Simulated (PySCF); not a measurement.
# C3H8FNSi: the cost of one run

The runs use PySCF 2.14.0, with density-fitted response routines of our own; the level of theory stands in each step. All values are computed, except where a source is named. Atoms count from 0, in the outputs and in this text.

### Step 1. Starting geometry

14 atoms, charge 0, multiplicity 1; geometry from: GFN2-xTB. The atoms were then displaced at random by about 0.01 Å, so the start is not that level's minimum.

Bonds of the start (Å): F0–Si1 1.62, Si1–C2 1.89, C2–C3 1.49, C3–C4 1.56, C4–N5 1.46, N5–Si1 1.70, Si1–H6 1.46, C2–H7 1.10, C2–H8 1.12, C3–H9 1.08, C3–H10 1.10, C4–H11 1.08, C4–H12 1.11, N5–H13 1.01.

### Step 2. Optimising the geometry at PBE0-D3(BJ)/def2-SVP

What the job is given:

```
{"job": {"xc": "PBE0", "basis": "def2-SVP", "d3": "d3bj", "grid": 1, "shake": 0.01, "kind": "geom"}, "charge": 0, "multiplicity": 1}
F      0.760980     2.277270     1.351070
Si     0.410780     1.470420    -0.005300
C      1.255370    -0.210830    -0.155910
C      0.225230    -1.203930     0.270400
C     -1.160900    -0.658260    -0.189040
N     -1.136300     0.772020     0.126480
H      0.683400     2.434180    -1.062820
H      1.585270    -0.388620    -1.184960
H      2.166000    -0.317040     0.482980
H      0.360540    -2.203740    -0.128540
H      0.175910    -1.283810     1.370790
H     -1.293700    -0.824580    -1.248070
H     -2.011340    -1.122320     0.345450
H     -2.028400     1.244160     0.019710
```

Launch:

```
$ OMP_NUM_THREADS=1 python probes_run.py task.json out
```

One launch serves the whole session: the jobs run in the order shown.

Q: Estimate the wall time and peak memory of this first job on 1 thread of Arm Neoverse V2, shared host.

About 50 s, with a peak of 0.51 GiB.
